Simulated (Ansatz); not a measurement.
Write a Python script for Ansatz's Python interface that makes a band structure of BaZrO₃, space group Pm-3m. Level of theory: PBE, PAW, cutoff 550 eV, 6×6×6 k-points, fixed occupations.

```
Ba Zr O
1.0
     4.19134    0.00000    0.00000
     0.00000    4.19134    0.00000
     0.00000    0.00000    4.19134
Ba Zr O
1 1 3
Cartesian
  0.0000 0.0000 0.0000
  2.0957 2.0957 2.0957
  0.0000 2.0957 2.0957
  2.0957 0.0000 2.0957
  2.0957 2.0957 0.0000
```

`bands_bazro3.py`:
```python
"""Bands of BaZrO3 along a path through the zone."""

import ansatz
import numpy as np
from pymatgen.core import Structure
from pymatgen.core import Lattice, Structure
from pymatgen.io.ase import AseAtomsAdaptor

params = {
    "smearing": "fixed",
    "kmesh": (6, 6, 6),
    "cutoff_ev": 550,
    "functional": "pbe",
    "n_empty": 8,
}


def main() -> None:
    pmg_structure = Structure(
        Lattice([[4.19134, 0.0, 0.0], [0.0, 4.19134, 0.0], [0.0, 0.0, 4.19134]]),
        ["Ba", "Zr", "O", "O", "O"],
        [
            [0.0, 0.0, 0.0],
            [0.5, 0.5, 0.5],
            [0.0, 0.5, 0.5],
            [0.5, 0.0, 0.5],
            [0.5, 0.5, 0.0],
        ],
    )
    cell = ansatz.Crystal.from_ase(AseAtomsAdaptor.get_atoms(pmg_structure))

    # vertices of the path, as fractions of the reciprocal vectors
    path = [
        ("G", (0.0, 0.0, 0.0)),
        ("X", (0.0, 0.5, 0.0)),
        ("M", (0.5, 0.5, 0.0)),
        ("G", (0.0, 0.0, 0.0)),
        ("R", (0.5, 0.5, 0.5)),
        ("X", (0.0, 0.5, 0.0)),
    ]
    model = (
        cell.calculation()
        .occupations(params["smearing"])
        .kpoints(mesh=params["kmesh"])
        .basis(params["cutoff_ev"])
        .functional(params["functional"])
        .band_structure([point for _, point in path], intervals=8)
        .scf(extra_bands=params["n_empty"])
    )
    out = model.run(threads=1)
    r = out.report

    energy = r["free_energy_ev"]
    print("F of the BaZrO3 cell: {:.6f} eV = {:.6f} Ry = {:.6f} Ha".format(energy, energy / 13.605693, energy / 27.211386))
    print("Fermi level {:.4f} eV, {} k-points, {} symmetry operations".format(r["fermi_energy_ev"], r["n_kpoints"], r["n_symmetry_ops"]))

    final = Structure(out.lattice.cell_ang, [s.symbol for s in out.lattice.sites], [s.position_frac for s in out.lattice.sites])
    # count neighbours out to a fixed multiple of the shortest distance
    for index, (site, neighbours) in enumerate(zip(final, final.get_all_neighbors(5.5))):
        first = min(n.nn_distance for n in neighbours)
        shell = [n for n in neighbours if n.nn_distance < 1.1 * first]
        mean = sum(n.nn_distance for n in shell) / len(shell)
        print(f"atom {index} {site.specie.symbol}: {len(shell)} neighbours within 1.1 of the shortest distance, mean {mean:.3f} A")

    print(len(r["kpoints_frac"]), "irreducible k-points (fractions, weight)")
    for k, weight in list(zip(r["kpoints_frac"], r["kweights"]))[:12]:
        print("  {:8.4f} {:8.4f} {:8.4f}".format(*k), f"{weight:10.6f}")

    bands = out.band_structure()
    fermi = bands.fermi_energy_ev
    print(f"zero of the bands: {fermi:.3f} eV, the Fermi level found on the SCF mesh")
    levels = bands.channels[0].eigenvalues_ev - fermi
    filled = round(r["n_electrons"]) // 2
    valence, conduction = levels[:, filled - 1], levels[:, filled]
    print("k (fractions)              top valence  bottom conduction (eV)")
    for k, lo, hi in zip(bands.kpoints_frac, valence, conduction):
        print(f"{k[0]:7.3f} {k[1]:7.3f} {k[2]:7.3f} {lo:12.3f} {hi:13.3f}")
    print(f"on this path: least direct gap {np.min(conduction - valence):.3f} eV, least gap {conduction.min() - valence.max():.3f} eV")


if __name__ == "__main__":
    main()
```

Output of `python bands_bazro3.py`:
```text
F of the BaZrO3 cell: -11844.688062 eV = -870.568523 Ry = -435.284262 Ha
Fermi level 9.8303 eV, 20 k-points, 48 symmetry operations
atom 0 Ba: 12 neighbours within 1.1 of the shortest distance, mean 2.964 A
atom 1 Zr: 6 neighbours within 1.1 of the shortest distance, mean 2.096 A
atom 2 O: 2 neighbours within 1.1 of the shortest distance, mean 2.096 A
atom 3 O: 2 neighbours within 1.1 of the shortest distance, mean 2.096 A
atom 4 O: 2 neighbours within 1.1 of the shortest distance, mean 2.096 A
20 irreducible k-points (fractions, weight)
    0.0000   0.0000   0.0000   0.004630
    0.0000   0.0000   0.1667   0.027778
    0.0000   0.0000   0.3333   0.027778
    0.0000   0.0000  -0.5000   0.013889
    0.0000   0.1667   0.1667   0.055556
    0.0000   0.1667   0.3333   0.111111
    0.0000   0.1667  -0.5000   0.055556
    0.0000   0.3333   0.3333   0.055556
    0.0000   0.3333  -0.5000   0.055556
    0.0000  -0.5000  -0.5000   0.013889
    0.1667   0.1667   0.1667   0.037037
    0.1667   0.1667   0.3333   0.111111
zero of the bands: 9.830 eV, the Fermi level found on the SCF mesh
k (fractions)              top valence  bottom conduction (eV)
  0.000   0.000   0.000       -0.196         3.240
  0.000   0.062   0.000       -0.212         3.252
  0.000   0.125   0.000       -0.251         3.287
  0.000   0.188   0.000       -0.298         3.341
  0.000   0.250   0.000       -0.343         3.409
  0.000   0.312   0.000       -0.379         3.481
  0.000   0.375   0.000       -0.405         3.545
  0.000   0.438   0.000       -0.420         3.591
  0.000   0.500   0.000       -0.426         3.607
  0.062   0.500   0.000       -0.449         3.690
  0.125   0.500   0.000       -0.510         3.921
  0.188   0.500   0.000       -0.584         4.261
  0.250   0.500   0.000       -0.437         4.658
  0.312   0.500   0.000       -0.257         5.056
  0.375   0.500   0.000       -0.137         5.398
  0.438   0.500   0.000       -0.069         5.630
  0.500   0.500   0.000       -0.048         5.713
  0.438   0.438   0.000       -0.089         5.628
  0.375   0.375   0.000       -0.202         5.375
  0.312   0.312   0.000       -0.355         4.976
  0.250   0.250   0.000       -0.503         4.491
  0.188   0.188   0.000       -0.430         4.007
  0.125   0.125   0.000       -0.314         3.602
  0.062   0.062   0.000       -0.228         3.334
  0.000   0.000   0.000       -0.196         3.240
  0.062   0.062   0.062       -0.312         3.414
  0.125   0.125   0.125       -0.548         3.882
  0.188   0.188   0.188       -0.700         4.423
  0.250   0.250   0.250       -0.528         5.015
  0.312   0.312   0.312       -0.333         5.613
  0.375   0.375   0.375       -0.161         5.980
  0.438   0.438   0.438       -0.043         6.057
  0.500   0.500   0.500        0.000         6.070
  0.438   0.500   0.438       -0.023         6.069
  0.375   0.500   0.375       -0.095         5.987
  0.312   0.500   0.312       -0.226         5.721
  0.250   0.500   0.250       -0.426         5.281
  0.188   0.500   0.188       -0.694         4.737
  0.125   0.500   0.125       -0.813         4.190
  0.062   0.500   0.062       -0.547         3.769
  0.000   0.500   0.000       -0.426         3.607
on this path: least direct gap 3.436 eV, least gap 3.240 eV
```

What to keep in mind:
- Total energies depend on the potentials; only differences at equal settings carry meaning. A total without «per atom» is that of the whole cell that was run.
- No spin polarisation was allowed.
- Semilocal gaps usually lie well under measured ones.
- Under fixed occupations the level called the Fermi level is the highest filled one on the SCF mesh; off the mesh a filled band can lie a little above it.
- An absolute Fermi energy rests on an arbitrary zero of the periodic potential and has no direct meaning.
- The starting cell is as deposited in a crystallographic database; the results hold for this polymorph, which needn't be the stable one.
- Gaps and levels are Kohn-Sham values on a finite set of k-points, without spin-orbit coupling.
- Finished in 7.9 s on 1 thread of Arm Neoverse V1 (shared host), peak memory 0.49 GiB.
